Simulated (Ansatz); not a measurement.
# CCSD(T)/aug-cc-pVTZ run of GeSe (Germanium monoselenide)

What is the electronic atomisation energy of GeSe (Germanium monoselenide) at CCSD(T)/aug-cc-pVTZ? 

The calculation is run with Ansatz 0.2.0.

30 further runs of the same task are left out: 30 set aside as unsound or not needed.

### Step 1. The structure to begin with

The species is GeSe (2 atoms), meant as a singlet with charge 0. SMILES: `[Ge-]#[Se+]`. Geometry: the measured bond length.

Bond lengths: Ge1–Se2 2.135 Å.

### Step 2. A single-point energy at CCSD(T)/aug-cc-pVTZ

File run.yaml:

```yaml
crystal:
  periodic: [false, false, false]
  atoms:
    - symbol: Ge
      position_ang: [0.000000, 0.000000, 0.000000]
    - symbol: Se
      position_ang: [0.000000, 0.000000, 2.134629]
basis:
  gaussian:
    orbitals: aug-cc-pVTZ
total_charge: 0
correlation:
  method: ccsd_t
  frozen_orbitals: {Ge: 9, Se: 9}
accuracy: high
scf:
  omitted_lower_state_checks: [cluster_reference, increment]
```

Run with:

```sh
$ ansatz run run.yaml --threads 1 --pin off --max-ram 3480MiB --events-out events.jsonl --progress --plain --runs-dir runs
```

Standard output (excerpt; [...] marks lines left out):

```text
Warning: RAYON_NUM_THREADS=1 ignored (pool sized by the plan → 1); use --threads N
Functional definition: HF
  name "HF"
[...]
1490 factors; integrals over basis functions are off by at most 4.0e-9 eV
[...]
mean field -121780.09110263 eV, -4475.3358025110 hartree, gradient 2.2e-8 eV, S^2 0.000000; 0 other end points of the search recorded, 0 dependent functions left out
18 core orbitals not correlated: weight in the atoms' cores, before any rotation towards them, 1.000 or more for the frozen orbitals, at most 0.000 for the correlated occupied ones
reference -121780.09110263 eV, -4475.3358025110 hartree; 15, 15 occupied and 85, 85 virtual orbitals, 1490 factors
second order -10.40959998 eV of doubles, -0.00000000 eV of singles
cycle   1  -10.19372475 eV  change    2.2e-1 eV  update   1.2e-1
[...]
cycle  20  -10.64479676 eV  change    1.2e-9 eV  update   1.9e-9
perturbative correction -0.64666216 eV, -0.0237643962 hartree
Total energy: -121791.38256155 eV, -4475.7507559729 hartree
Checks for a lower state left out: cluster_reference, increment
```

It took 16 s on 1 thread of Arm Neoverse V2, shared host; peak memory 0.6 GiB.

### Step 3. The Ge atom at the same level

File input.yaml:

```yaml
crystal:
  periodic: [false, false, false]
  atoms:
    - symbol: Ge
      position_ang: [0.000000, 0.000000, 0.000000]
basis:
  gaussian:
    orbitals: aug-cc-pVTZ
accuracy: high
scf:
  omitted_lower_state_checks: [cluster_reference, increment]
correlation:
  method: ccsd_t
  frozen_orbitals: {Ge: 9}
magnetization:
  spin_polarized: true
  initial_magnetization: 2
```

Run with:

```sh
$ ansatz run input.yaml --threads 1 --pin off --max-ram 3480MiB --events-out events.jsonl --progress --plain --runs-dir runs
```

Standard output (excerpt; [...] marks lines left out):

```text
Warning: RAYON_NUM_THREADS=1 ignored (pool sized by the plan → 1); use --threads N
Functional definition: HF
  name "HF"
[...]
600 factors; integrals over basis functions are off by at most 4.3e-9 eV
[...]
mean field -56473.45452979 eV, -2075.3611748873 hartree, gradient 5.4e-8 eV, S^2 2.011261; 3 other end points of the search recorded, 0 dependent functions left out
9 core orbitals not correlated: weight in the atoms' cores, before any rotation towards them, 1.000 or more for the frozen orbitals, at most 0.000 for the correlated occupied ones
reference -56473.45452979 eV, -2075.3611748873 hartree; 8, 6 occupied and 42, 44 virtual orbitals, 600 factors
second order -3.34039000 eV of doubles, -0.00000000 eV of singles
cycle   1  -3.48321630 eV  change   -1.4e-1 eV  update   5.7e-2
[...]
cycle  17  -3.67257196 eV  change  -5.1e-10 eV  update  4.2e-10
perturbative correction -0.16468121 eV, -0.0060519229 hartree
Total energy: -56477.29178295 eV, -2075.5021913403 hartree
Checks for a lower state left out: cluster_reference, increment
```

Wall time 3.3 s (1 thread of Arm Neoverse V2, shared host); peak memory 0.19 GiB.

### Step 4. The Se atom, same level

File job.yaml:

```yaml
crystal:
  periodic: [false, false, false]
  atoms:
    - {symbol: Se, position_ang: [0.000000, 0.000000, 0.000000]}
basis:
  gaussian: {orbitals: aug-cc-pVTZ}
scf: {omitted_lower_state_checks: [cluster_reference, increment]}
correlation: {method: ccsd_t, frozen_orbitals: {Se: 9}}
accuracy: high
magnetization: {spin_polarized: true, initial_magnetization: 2}
```

Run the same way, it converges to -2400.06000 Eh (log not shown).

### Step 5. Outcome

Level: CCSD(T)/aug-cc-pVTZ, 18 core orbitals frozen.

| quantity | value |
| --- | --- |
| molecule: total energy | -4475.75076 Eh |
| molecule: correlation energy (18 core orbitals frozen) | -415.0 mEh |
| molecule: (T) correction | -23.76 mEh |
| molecule: T1 diagnostic | 0.017 |
| Ge atom: total energy | -2075.50219 Eh |
| Ge atom: correlation energy (9 core orbitals frozen) | -141.0 mEh |
| Ge atom: (T) correction | -6.05 mEh |
| Ge atom: ⟨S²⟩ of the reference determinant | 2.011 |
| Ge atom: T1 diagnostic | 0.009 |
| Se atom: total energy | -2400.06000 Eh |
| Se atom: correlation energy (9 core orbitals frozen) | -187.4 mEh |
| Se atom: (T) correction | -6.22 mEh |
| Se atom: ⟨S²⟩ of the reference determinant | 2.012 |
| Se atom: T1 diagnostic | 0.007 |
| electronic atomisation energy | 5.131 eV |

What this shows: Taking the molecule apart into free atoms costs 5.13 eV (495 kJ/mol), before zero-point energy and without spin-orbit coupling. The triples (molecule) make up 5.7 % of the correlation energy. The triples (Ge atom) make up 4.3 % of the correlation energy. The triples (Se atom) make up 3.3 % of the correlation energy.
